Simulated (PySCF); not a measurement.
# OsOF₂: structure of the triplet

Where does triplet OsOF₂ go from a PBE0 minimum start, is the end point a minimum, and what are its modes, charges and moments?

Method: PBE0, basis Os def2-SVP with ECP60, O def2-SVP, F def2-SVP, scalar-relativistic core potentials, no spin–orbit coupling, density fitting; program: PySCF 2.14.0.

## Step 1: Where the work starts

4 atoms, charge 0, spin multiplicity 3.

Bond lengths: Os1–O2 1.676 Å, Os1–F3 1.836 Å, Os1–F4 1.836 Å. Angles: O2–Os1–F3 113.7°, O2–Os1–F4 113.7°, F3–Os1–F4 132.5°.

```xyz
4
charge 0 multiplicity 3
Os    0.0000    0.0000    0.0042
O     0.0000    0.0000    1.6807
F     1.6804    0.0000   -0.7345
F    -1.6804    0.0000   -0.7345
```

## Step 2: Finding the electronic state

The steps below are one call of a driver around PySCF. For each, scf.py gives the equivalent set-up of the SCF; relaxations use the driver's own optimiser. After this first run the driver tries any further starts and a stability analysis.

scf.py reads:

```python
from pyscf import gto, scf, dft
mol = gto.M(atom='''
Os     0.000000    -0.000000     0.004241
O      0.000000    -0.000000     1.680673
F      1.680447    -0.000000    -0.734491
F     -1.680447     0.000000    -0.734491''',
    basis={'Os': 'def2-SVP', 'O': 'def2-SVP', 'F': 'def2-SVP'},
    ecp={'Os': 'def2-SVP'},
    charge=0, spin=2)
mf = dft.UKS(mol, xc='PBE0')
mf.grids.atom_grid = (50, 194)
aux = {'Os': 'def2-universal-JKFIT', 'O': 'def2-universal-JKFIT', 'F': 'def2-universal-JKFIT'}
mf = mf.density_fit(auxbasis=aux)
mf.conv_tol = 1e-08
mf.diis_space = 10
mf.max_cycle = 60
mf.init_guess = 'minao'
mf.verbose = 4
mf.kernel()
```

The run is started by

```bash
$ OMP_NUM_THREADS=2 python axn.py task.json out
```

After this run come: Relaxing the triplet from the PBE0 minimum start; Is it a minimum? Harmonic modes.

Before running it: what results should come out? Wanted: minimum; geometry; wavenumbers; dipole moment; highest occupied, lowest empty level; polar-tensor charge of Os1; zero-point energy; atomisation energy; ⟨S²⟩.

**Answer**, as computed:

| quantity | value |
| --- | --- |
| minimum | triplet, C2v |
| geometry | Os–F 1.836 Å (×2), Os–O 1.676 Å; F–Os–F 132.5°, F–Os–O 113.7° (×2) |
| wavenumbers (cm⁻¹) | 175 (a1), 193 (b1), 261 (b2), 708 (a1), 736 (b2), 1061 (a1) |
| dipole moment | 0.90 D |
| highest occupied, lowest empty level (either spin) | -7.58, -4.00 eV |
| polar-tensor charge of Os1 | +1.46 e |
| zero-point energy | 18.7 kJ/mol |
| entropy at 298.15 K | 316.4 J/(mol K) |
| atomisation energy (no zero-point energy) | 1407 kJ/mol |
| ⟨S²⟩ | 2.008 |

What this shows: The molecule stays C2v, as typed, and the end point is a minimum. In the infrared the band at 736 cm⁻¹ (b2, stretch) leads. Most of the spin sits on Os1 (Mulliken spin 1.59, against 2 for the whole molecule). Other starts or spin states, not run here, may lie lower. Open d and f shells are described by one determinant, and the ground state may have another occupation or spin. Spin–orbit coupling, left out here, can matter for elements this heavy.
